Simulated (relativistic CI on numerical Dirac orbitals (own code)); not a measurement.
# Ions with 22 electrons, Ti to Ni⁶⁺: levels along an isoelectronic sequence, part 2 of 2

How do the lowest levels of 22-electron ions move as Z rises from 22 to 28? Each ion is run with the same configurations.

Calculated with an in-house relativistic CI code, version 2; Dirac-Coulomb-Breit CI, KLI orbitals optimised for each configuration. The steps go on from the part before.

**5. Mn³⁺ (Z = 25)**

Input settings:

```ini
atom Mn  Z=25  charge=3  electrons=22
nucleus A=55  rms_radius_fm=3.7057
hamiltonian dirac-coulomb  breit=on  qed=on  c_scale=1
orbitals kli  potential=per-configuration
slater_scale 1
correlation none
mixing on
configurations
  [Ar] 3d4
  [Ar] 3d2 4s2
  [Ne] 3s2 3p5 3d5
  [Ne] 3s 3p6 3d5
  [Ar] 3d3 4s
  [Ne] 3p6 3d6
  [Ar] 3d3 4p
end
```

Results of the run:

```text
{
  "status": "converged",
  "levels [i, E_cm, J2, conf, term, w_term, jj, w_jj, g, tau_s]": [
    [0, 0, 0, "3s2 3p6 3d4", "5D", 0.9978, "3d3/2^2 3d5/2^2", 0.6757, "-", "-"],
    [1, 91.730145, 2, "3s2 3p6 3d4", "5D", 0.9981, "3d3/2^3 3d5/2", 0.5074, 1.501, 2.404e+04],
    [2, 269.96439, 4, "3s2 3p6 3d4", "5D", 0.9984, "3d3/2^2 3d5/2^2", 0.6646, 1.501, 3121],
    [3, 526.20063, 6, "3s2 3p6 3d4", "5D", 0.9985, "3d3/2 3d5/2^3", 0.4622, 1.501, "-"],
    [4, 850.58937, 8, "3s2 3p6 3d4", "5D", 0.9982, "3d3/2 3d5/2^3", 0.4562, 1.501, "-"],
    [5, 23877.034, 8, "3s2 3p6 3d4", "3H", 0.9903, "3d3/2^2 3d5/2^2", 0.4149, 0.8016, "-"],
    [6, 24052.606, 10, "3s2 3p6 3d4", "3H", 0.9931, "3d3/2^2 3d5/2^2", 0.7157, 1.034, "-"],
    [7, 24242.979, 12, "3s2 3p6 3d4", "3H", 0.9982, "3d3/2 3d5/2^3", 0.5615, 1.166, "-"],
    [8, 24617.717, 0, "3s2 3p6 3d4", "3P", 0.9923, "3d3/2^4", 0.6034, "-", 1.476],
    [9, 25202.473, 2, "3s2 3p6 3d4", "3P", 0.9968, "3d3/2^3 3d5/2", 0.4603, 1.5, 1.72],
    [10, 26201.661, 4, "3s2 3p6 3d4", "3P", 0.9923, "3d3/2 3d5/2^3", 0.3568, 1.497, 2.746],
    [11, 26276.133, 4, "3s2 3p6 3d4", "3F", 0.9934, "3d3/2^2 3d5/2^2", 0.4997, 0.6691, 5.797],
    [12, 26337.631, 6, "3s2 3p6 3d4", "3F", 0.9727, "3d3/2^2 3d5/2^2", 0.4911, 1.075, 2.964],
    [13, 26422.328, 8, "3s2 3p6 3d4", "3F", 0.9656, "3d3/2^3 3d5/2", 0.3216, 1.243, 2.152],
    "... 26 more rows left out ..."
  ],
  "n_levels_all": 513,
  "total_energy [Ha]": -1154.9140664,
  "configurations [conf, odd, states, E_av_cm, breit_Ha, qed_Ha, corr_Ha]": [
    ["3s2 3p6 3d4", 0, 210, 36878.7, 0.4091, 0.2732, "-"],
    ["3s2 3p6 3d2 4s2", 0, 45, 289982, 0.4107, 0.274, "-"],
    ["3s2 3p5 3d5", 1, 1512, 460233, 0.407, 0.2733, "-"],
    ["3s 3p6 3d5", 0, 504, 761082, 0.4072, 0.2715, "-"],
    ["3s2 3p6 3d3 4s", 0, 240, 138608, 0.4099, 0.2736, "-"],
    ["3p6 3d6", 0, 210, 1.5033e+06, 0.4052, 0.2698, "-"],
    ["3s2 3p6 3d3 4p", 1, 720, 194991, 0.4098, 0.2734, "-"]
  ]
}
```

It took 0.52 s on 1 thread, shared host.

**6. Fe⁴⁺ (Z = 26)**

Changes to the settings of step 5:

```diff
@@ -1,3 +1,3 @@
-atom Mn  Z=25  charge=3  electrons=22
-nucleus A=55  rms_radius_fm=3.7057
+atom Fe  Z=26  charge=4  electrons=22
+nucleus A=56  rms_radius_fm=3.7377
 hamiltonian dirac-coulomb  breit=on  qed=on  c_scale=1
```

Results of the run:

```text
{
  "status": "converged",
  "levels [i, E_cm, J2, conf, term, w_term, jj, w_jj, g, tau_s]": [
    [0, 0, 0, "3s2 3p6 3d4", "5D", 0.997, "3d3/2^2 3d5/2^2", 0.6718, "-", "-"],
    [1, 136.6371, 2, "3s2 3p6 3d4", "5D", 0.9975, "3d3/2^3 3d5/2", 0.5151, 1.501, 7280],
    [2, 400.02217, 4, "3s2 3p6 3d4", "5D", 0.9981, "3d3/2^2 3d5/2^2", 0.6658, 1.501, 967.7],
    [3, 774.91806, 6, "3s2 3p6 3d4", "5D", 0.9983, "3d3/2 3d5/2^3", 0.4574, 1.5, 410.9],
    [4, 1244.676, 8, "3s2 3p6 3d4", "5D", 0.9977, "3d3/2 3d5/2^3", 0.4539, 1.5, 357.9],
    [5, 27414.162, 8, "3s2 3p6 3d4", "3H", 0.984, "3d3/2^2 3d5/2^2", 0.4054, 0.8032, 391.8],
    [6, 27682.024, 10, "3s2 3p6 3d4", "3H", 0.9892, "3d3/2^2 3d5/2^2", 0.7345, 1.035, "-"],
    [7, 27965.825, 12, "3s2 3p6 3d4", "3H", 0.9972, "3d3/2 3d5/2^3", 0.5508, 1.166, "-"],
    [8, 28078.223, 0, "3s2 3p6 3d4", "3P", 0.9889, "3d3/2^4", 0.6054, "-", 0.5968],
    [9, 28952.398, 2, "3s2 3p6 3d4", "3P", 0.9958, "3d3/2^3 3d5/2", 0.4523, 1.499, 0.6976],
    [10, 30244.038, 4, "3s2 3p6 3d4", "3F", 0.9944, "3d3/2^2 3d5/2^2", 0.5149, 0.6678, 2.53],
    [11, 30311.729, 6, "3s2 3p6 3d4", "3F", 0.955, "3d3/2^2 3d5/2^2", 0.5053, 1.069, 1.219],
    [12, 30406.15, 4, "3s2 3p6 3d4", "3P", 0.9926, "3d3/2 3d5/2^3", 0.4014, 1.498, 1.079],
    [13, 30425.675, 8, "3s2 3p6 3d4", "3F", 0.9464, "3d3/2^3 3d5/2", 0.327, 1.239, 0.8893],
    "... 26 more rows left out ..."
  ],
  "n_levels_all": 513,
  "total_energy [Ha]": -1266.9539812,
  "configurations [conf, odd, states, E_av_cm, breit_Ha, qed_Ha, corr_Ha]": [
    ["3s2 3p6 3d4", 0, 210, 42354.6, 0.4678, 0.3129, "-"],
    ["3s2 3p6 3d2 4s2", 0, 45, 451456, 0.4696, 0.314, "-"],
    ["3s2 3p5 3d5", 1, 1512, 511741, 0.4652, 0.3129, "-"],
    ["3s 3p6 3d5", 0, 504, 839341, 0.4655, 0.3108, "-"],
    ["3s2 3p6 3d3 4s", 0, 240, 218261, 0.4687, 0.3134, "-"],
    ["3p6 3d6", 0, 210, 1.65473e+06, 0.4632, 0.3088, "-"],
    ["3s2 3p6 3d3 4p", 1, 720, 287504, 0.4687, 0.313, "-"]
  ]
}
```

Wall time 0.49 s (1 thread, shared host).

**7. Co⁵⁺ (Z = 27)**

Changes to the settings of step 6:

```diff
@@ -1,3 +1,3 @@
-atom Fe  Z=26  charge=4  electrons=22
-nucleus A=56  rms_radius_fm=3.7377
+atom Co  Z=27  charge=5  electrons=22
+nucleus A=59  rms_radius_fm=3.7875
 hamiltonian dirac-coulomb  breit=on  qed=on  c_scale=1
```

Results of the run:

```text
{
  "status": "converged",
  "levels [i, E_cm, J2, conf, term, w_term, jj, w_jj, g, tau_s]": [
    [0, 0, 0, "3s2 3p6 3d4", "5D", 0.996, "3d3/2^2 3d5/2^2", 0.6673, "-", "-"],
    [1, 194.70855, 2, "3s2 3p6 3d4", "5D", 0.9968, "3d3/2^3 3d5/2", 0.5237, 1.5, 2518],
    [2, 566.4513, 4, "3s2 3p6 3d4", "5D", 0.9977, "3d3/2^2 3d5/2^2", 0.667, 1.5, 344.4],
    [3, 1089.6014, 6, "3s2 3p6 3d4", "5D", 0.9979, "3d3/2^2 3d5/2^2", 0.457, 1.5, 151.3],
    [4, 1737.8528, 8, "3s2 3p6 3d4", "5D", 0.9971, "3d3/2 3d5/2^3", 0.4512, 1.5, 136.2],
    [5, 30770.002, 8, "3s2 3p6 3d4", "3H", 0.975, "3d3/2^2 3d5/2^2", 0.3931, 0.8056, 90.51],
    [6, 31162.597, 10, "3s2 3p6 3d4", "3H", 0.9842, "3d3/2^2 3d5/2^2", 0.754, 1.035, 614.3],
    [7, 31267.529, 0, "3s2 3p6 3d4", "3P", 0.9845, "3d3/2^4", 0.6067, "-", 0.2735],
    [8, 31566.963, 12, "3s2 3p6 3d4", "3H", 0.9959, "3d3/2 3d5/2^3", 0.5388, 1.166, 665.6],
    [9, 32509.966, 2, "3s2 3p6 3d4", "3P", 0.9944, "3d3/2^3 3d5/2", 0.4436, 1.499, 0.3208],
    [10, 34051.963, 4, "3s2 3p6 3d4", "3F", 0.9949, "3d3/2^2 3d5/2^2", 0.5155, 0.6669, 1.137],
    [11, 34112.973, 6, "3s2 3p6 3d4", "3F", 0.9306, "3d3/2^2 3d5/2^2", 0.5196, 1.061, 0.5705],
    [12, 34267.095, 8, "3s2 3p6 3d4", "3F", 0.9225, "3d3/2^3 3d5/2", 0.3264, 1.233, 0.4174],
    [13, 34517.745, 4, "3s2 3p6 3d4", "3P", 0.9919, "3d3/2 3d5/2^3", 0.397, 1.498, 0.5017],
    "... 26 more rows left out ..."
  ],
  "n_levels_all": 513,
  "total_energy [Ha]": -1384.5539941,
  "configurations [conf, odd, states, E_av_cm, breit_Ha, qed_Ha, corr_Ha]": [
    ["3s2 3p6 3d4", 0, 210, 47602.6, 0.5322, 0.3564, "-"],
    ["3s2 3p6 3d2 4s2", 0, 45, 636344, 0.5342, 0.3578, "-"],
    ["3s2 3p5 3d5", 1, 1512, 562787, 0.529, 0.3565, "-"],
    ["3s 3p6 3d5", 0, 504, 918085, 0.5294, 0.354, "-"],
    ["3s2 3p6 3d3 4s", 0, 240, 309748, 0.5331, 0.3571, "-"],
    ["3p6 3d6", 0, 210, 1.80767e+06, 0.5267, 0.3515, "-"],
    ["3s2 3p6 3d3 4p", 1, 720, 391836, 0.5331, 0.3566, "-"]
  ]
}
```

Run time: 0.54 s. Hardware: 1 thread, shared host.

**8. Ni⁶⁺ (Z = 28)**

Changes to the settings of step 7:

```diff
@@ -1,3 +1,3 @@
-atom Co  Z=27  charge=5  electrons=22
-nucleus A=59  rms_radius_fm=3.7875
+atom Ni  Z=28  charge=6  electrons=22
+nucleus A=58  rms_radius_fm=3.7757
 hamiltonian dirac-coulomb  breit=on  qed=on  c_scale=1
```

Results of the run:

```text
{
  "status": "converged",
  "levels [i, E_cm, J2, conf, term, w_term, jj, w_jj, g, tau_s]": [
    [0, 0, 0, "3s2 3p6 3d4", "5D", 0.9946, "3d3/2^2 3d5/2^2", 0.6618, "-", "-"],
    [1, 269.16834, 2, "3s2 3p6 3d4", "5D", 0.9958, "3d3/2^3 3d5/2", 0.5333, 1.5, 954.2],
    [2, 777.13435, 4, "3s2 3p6 3d4", "5D", 0.9972, "3d3/2^2 3d5/2^2", 0.6681, 1.5, 135.1],
    [3, 1482.7561, 6, "3s2 3p6 3d4", "5D", 0.9975, "3d3/2^2 3d5/2^2", 0.4606, 1.5, 61.7],
    [4, 2346.5249, 8, "3s2 3p6 3d4", "5D", 0.9962, "3d3/2 3d5/2^3", 0.4481, 1.5, 57.62],
    [5, 34011.303, 8, "3s2 3p6 3d4", "3H", 0.9625, "3d3/2^3 3d5/2", 0.3849, 0.8091, 24.99],
    [6, 34264.98, 0, "3s2 3p6 3d4", "3P", 0.9789, "3d3/2^4", 0.6069, "-", 0.1366],
    [7, 34570.651, 10, "3s2 3p6 3d4", "3H", 0.9779, "3d3/2^2 3d5/2^2", 0.7738, 1.036, 212.3],
    [8, 35127.414, 12, "3s2 3p6 3d4", "3H", 0.994, "3d3/2 3d5/2^3", 0.5252, 1.165, 260.1],
    [9, 35969.242, 2, "3s2 3p6 3d4", "3P", 0.9927, "3d3/2^3 3d5/2", 0.434, 1.498, 0.1609],
    [10, 37786.253, 4, "3s2 3p6 3d4", "3F", 0.9938, "3d3/2^2 3d5/2^2", 0.5181, 0.6671, 0.5615],
    [11, 37820.936, 6, "3s2 3p6 3d4", "3F", 0.8989, "3d3/2^2 3d5/2^2", 0.5336, 1.051, 0.2929],
    [12, 38034.877, 8, "3s2 3p6 3d4", "3F", 0.8943, "3d3/2^3 3d5/2", 0.3192, 1.225, 0.2143],
    [13, 38642.574, 4, "3s2 3p6 3d4", "3P", 0.9891, "3d3/2 3d5/2^3", 0.3988, 1.497, 0.2537],
    "... 26 more rows left out ..."
  ],
  "n_levels_all": 513,
  "total_energy [Ha]": -1507.7214809,
  "configurations [conf, odd, states, E_av_cm, breit_Ha, qed_Ha, corr_Ha]": [
    ["3s2 3p6 3d4", 0, 210, 52738.4, 0.6024, 0.4041, "-"],
    ["3s2 3p6 3d2 4s2", 0, 45, 843873, 0.6045, 0.4058, "-"],
    ["3s2 3p5 3d5", 1, 1512, 613564, 0.5986, 0.404, "-"],
    ["3s 3p6 3d5", 0, 504, 997376, 0.5992, 0.4011, "-"],
    ["3s2 3p6 3d3 4s", 0, 240, 412646, 0.6034, 0.4049, "-"],
    ["3p6 3d6", 0, 210, 1.96204e+06, 0.5961, 0.3982, "-"],
    ["3s2 3p6 3d3 4p", 1, 720, 507621, 0.6034, 0.4043, "-"]
  ]
}
```

It took 0.48 s on 1 thread, shared host.

**9. The sequence in one table**

```
 ion  lowest level  LS (%)  jj (%)  excitation 1 (cm⁻¹)  excitation 2 (cm⁻¹)  excitation 3 (cm⁻¹)
  Ti   3d2 4s2 3F2      98      68                158.1                361.9               6039.8
  V⁺    3d3 4s 5F1     100      36                 76.1                189.1                337.6
Cr²⁺       3d4 5D0     100      68                 57.4                169.8                332.8
Mn³⁺       3d4 5D0     100      68                 91.7                270.0                526.2
Fe⁴⁺       3d4 5D0     100      67                136.6                400.0                774.9
Co⁵⁺       3d4 5D0     100      67                194.7                566.5               1089.6
Ni⁶⁺       3d4 5D0      99      66                269.2                777.1               1482.8
```

Levels followed by label (cm⁻¹):

```
 Z  3d3 4s 5F1  3d3 4s 5F2  3d3 4s 5F3  3d3 4s 5F4  3d3 4s 5F5
22      6039.8      6078.5      6136.4      6212.8      6307.2
23         0.0        76.1       189.1       337.6       519.7
24       46349       46477       46668       46918       47222
25      109475      109672      109962      110343      110806
26      185352      185634      186052      186598      187259
27      273085      273475      274051      274802      275707
28      372201      372722      373494      374495      375695
```

**10. Summary of results**

This closing draws on all 2 parts.

| quantity | value |
| --- | --- |
| lowest level, first ion | 3d2 4s2 3F2 |
| lowest level, last ion | 3d4 5D0 |
| changes of the lowest level | at V⁺, at Cr²⁺ |
| interval 5F1 to 5F2 | 38.78 to 521.1 cm⁻¹ |
| mean jj purity of the low levels | 64 to 57 % |

**Reading.** The lowest level changes from 3d2 4s2 3F2 to 3d3 4s 5F1 at V⁺, and again later. Over these ions the splitting within 3d3 4s 5F follows Z^10.6, steeper than the fourth power of a bare nucleus, since the screened charge grows faster than Z. Only the listed configurations are in the model, so lower levels can be missing. The near-neutral members are the least reliable. For V⁺ NIST tabulates another ground level.
